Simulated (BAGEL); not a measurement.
# CH2GaNO (SMILES N#[C][GaH][OH]): HF/STO-3G (density fitting with qzvpp-jkfit)

Aim: the energy change on altering one bond length of CH2GaNO at HF/STO-3G (density fitting with qzvpp-jkfit), from 2 runs. 

The results are computed with BAGEL 1.2.2.

6 further runs of the same task are left out: 6 that didn't finish.

### Step 1. The system as given

CH2GaNO: 6 atoms, total charge 0, spin state singlet. SMILES: `N#[C][GaH][OH]`. The shape comes from GFN2-xTB, which is rough for such elements, and wasn't checked as a minimum. This is one conformer, not always the lowest.

Bond lengths: N1–C2 1.146 Å, C2–Ga3 1.985 Å, Ga3–O4 1.690 Å, Ga3–H5 1.540 Å, O4–H6 0.951 Å. Angles: N1–C2–Ga3 177.3°, C2–Ga3–O4 112.1°, C2–Ga3–H5 120.9°, O4–Ga3–H5 127.0°, Ga3–O4–H6 156.5°.

### Step 2. The energy at HF/STO-3G (density fitting with qzvpp-jkfit)

The input, input.json:

```json
{ "bagel" : [

{
  "title" : "molecule",
  "basis" : "sto-3g",
  "df_basis" : "qzvpp-jkfit",
  "angstrom" : true,
  "geometry" : [
    { "atom" : "N", "xyz" : [       1.518790,      -1.865140,       1.378610 ] },
    { "atom" : "C", "xyz" : [       0.999460,      -1.077100,       0.727680 ] },
    { "atom" : "Ga", "xyz" : [       0.178360,       0.295220,      -0.447630 ] },
    { "atom" : "O", "xyz" : [      -1.410450,       0.651240,       0.004930 ] },
    { "atom" : "H", "xyz" : [       0.970070,       0.912550,      -1.616000 ] },
    { "atom" : "H", "xyz" : [      -2.256220,       1.083230,      -0.047590 ] }
  ]
},

{ "title" : "hf" },

{ "title" : "print", "file" : "orbitals.molden", "orbitals" : true }

]}
```

The run is started by

```
$ BAGEL_NUM_THREADS=1 BAGEL input.json > input.out
```

What it wrote:

```text
* using 1 threads per process

  ===============================================================
  ===============================================================

  *** Geometry ***

  { "atom" : "N", "xyz" : [      2.870097,     -3.524604,      2.605195 ] },
  { "atom" : "C", "xyz" : [      1.888706,     -2.035424,      1.375116 ] },
  { "atom" : "Ga", "xyz" : [      0.337052,      0.557885,     -0.845898 ] },
  { "atom" : "O", "xyz" : [     -2.665364,      1.230665,      0.009316 ] },
  { "atom" : "H", "xyz" : [      1.833167,      1.724470,     -3.053797 ] },
  { "atom" : "H", "xyz" : [     -4.263638,      2.047008,     -0.089932 ] },

  Number of auxiliary basis functions:      531

  Since a DF basis is specified, we compute 2- and 3-index integrals:
    o Being stored without compression. Storage requirement is 0.005 GB

  Number of basis functions:       35
  Number of electrons      :       54

    * METHOD: MOLECULE                             0.22

  *** RHF ***

  === Nuclear Repulsion ===
   225.3869946721

      * DIIS with orbital gradients will be used.

  === RHF iteration (sto-3g) ===
      0      -2066.88274732          0.02135476           0.03
      1      -2066.94959893          0.01753413           0.03
      2      -2067.02651789          0.00201326           0.03
      3      -2067.02834556          0.00064263           0.03
      4      -2067.02863563          0.00018881           0.03
      5      -2067.02868784          0.00008557           0.03
      6      -2067.02870203          0.00004067           0.03
      7      -2067.02870537          0.00001911           0.03
      8      -2067.02870614          0.00000760           0.03
      9      -2067.02870627          0.00000311           0.03
     10      -2067.02870628          0.00000216           0.03
     11      -2067.02870628          0.00000076           0.03
     12      -2067.02870628          0.00000032           0.03
     13      -2067.02870628          0.00000014           0.03
     14      -2067.02870628          0.00000008           0.03
     15      -2067.02870628          0.00000005           0.03
     16      -2067.02870628          0.00000002           0.03
     17      -2067.02870628          0.00000002           0.03
     18      -2067.02870628          0.00000001           0.03
    * SCF iteration converged.

    * Permanent dipole moment:
           (    0.988248,    -1.241898,     0.932387) a.u.

    * METHOD: HF                                   0.70

    * METHOD: PRINT                                0.00

  ===============================================================
```

Wall time 1 s (1 thread of Arm Neoverse V1, shared host); peak memory 0.081 GiB.

### Step 3. The distorted shape at the same level

The input, input.json:

```json
{ "bagel": [

{
  "title": "molecule",
  "basis": "sto-3g",
  "df_basis": "qzvpp-jkfit",
  "angstrom": true,
  "geometry": [
    { "atom": "N", "xyz": [       1.772517,      -1.994735,       1.394366 ] },
    { "atom": "C", "xyz": [       1.253187,      -1.206695,       0.743436 ] },
    { "atom": "Ga", "xyz": [       0.432087,       0.165625,      -0.431874 ] },
    { "atom": "O", "xyz": [      -1.156723,       0.521645,       0.020686 ] },
    { "atom": "H", "xyz": [       1.223797,       0.782955,      -1.600244 ] },
    { "atom": "H", "xyz": [      -2.256220,       1.083230,      -0.047590 ] }
  ]
},

{ "title": "hf" },

{ "title": "print", "file": "orbitals.molden", "orbitals": true }

]}
```

The run is started by

```
$ BAGEL_NUM_THREADS=1 BAGEL input.json > input.out
```

What it wrote:

```text
* using 1 threads per process

  ===============================================================
  ===============================================================

  *** Geometry ***

  { "atom" : "N", "xyz" : [      3.349572,     -3.769503,      2.634970 ] },
  { "atom" : "C", "xyz" : [      2.368180,     -2.280323,      1.404890 ] },
  { "atom" : "Ga", "xyz" : [      0.816526,      0.312986,     -0.816124 ] },
  { "atom" : "O", "xyz" : [     -2.185890,      0.985766,      0.039091 ] },
  { "atom" : "H", "xyz" : [      2.312641,      1.479571,     -3.024023 ] },
  { "atom" : "H", "xyz" : [     -4.263638,      2.047008,     -0.089932 ] },

  Number of auxiliary basis functions:      531

  Since a DF basis is specified, we compute 2- and 3-index integrals:
    o Being stored without compression. Storage requirement is 0.005 GB

  Number of basis functions:       35
  Number of electrons      :       54

    * METHOD: MOLECULE                             0.22

  *** RHF ***

  === Nuclear Repulsion ===
   223.6491721066

      * DIIS with orbital gradients will be used.

  === RHF iteration (sto-3g) ===
      0      -2066.79915504          0.02303643           0.03
      1      -2066.87367665          0.01903580           0.03
      2      -2066.96647487          0.00207430           0.03
      3      -2066.96843586          0.00083865           0.03
      4      -2066.96878713          0.00020608           0.03
      5      -2066.96884569          0.00009218           0.03
      6      -2066.96886178          0.00004204           0.03
      7      -2066.96886534          0.00001950           0.03
      8      -2066.96886609          0.00000837           0.03
      9      -2066.96886623          0.00000432           0.03
     10      -2066.96886625          0.00000325           0.03
     11      -2066.96886626          0.00000088           0.03
     12      -2066.96886626          0.00000033           0.03
     13      -2066.96886626          0.00000017           0.03
     14      -2066.96886626          0.00000009           0.03
     15      -2066.96886626          0.00000005           0.03
     16      -2066.96886626          0.00000003           0.03
     17      -2066.96886626          0.00000002           0.03
     18      -2066.96886626          0.00000001           0.03
    * SCF iteration converged.

    * Permanent dipole moment:
           (    1.042669,    -1.255862,     0.919111) a.u.

    * METHOD: HF                                   0.70

    * METHOD: PRINT                                0.00

  ===============================================================
```

Wall time 1.1 s (1 thread of Arm Neoverse V1, shared host); peak memory 0.081 GiB.

### Step 4. What came out

At HF/STO-3G (density fitting with qzvpp-jkfit):

```
                                                         quantity           value
                                        first shape: total energy  -2067.02871 Eh
                                       first shape: dipole moment          4.68 D
                                         first shape: HOMO energy        -8.37 eV
                                         first shape: LUMO energy         4.79 eV
                                       first shape: HOMO–LUMO gap        13.16 eV
                                    distorted shape: total energy  -2066.96887 Eh
                                   distorted shape: dipole moment          4.76 D
                                     distorted shape: HOMO energy        -8.29 eV
                                     distorted shape: LUMO energy         4.84 eV
                                   distorted shape: HOMO–LUMO gap        13.12 eV
energy change with the O4–H6 bond stretched from 0.951 to 1.237 Å        1.628 eV
```

In words: With the O4–H6 bond stretched from 0.951 to 1.237 Å the energy rises by 1.63 eV (38 kcal/mol). The first shape isn't relaxed at this level, so the change isn't measured from a minimum. The minimal basis adds a large error of its own.
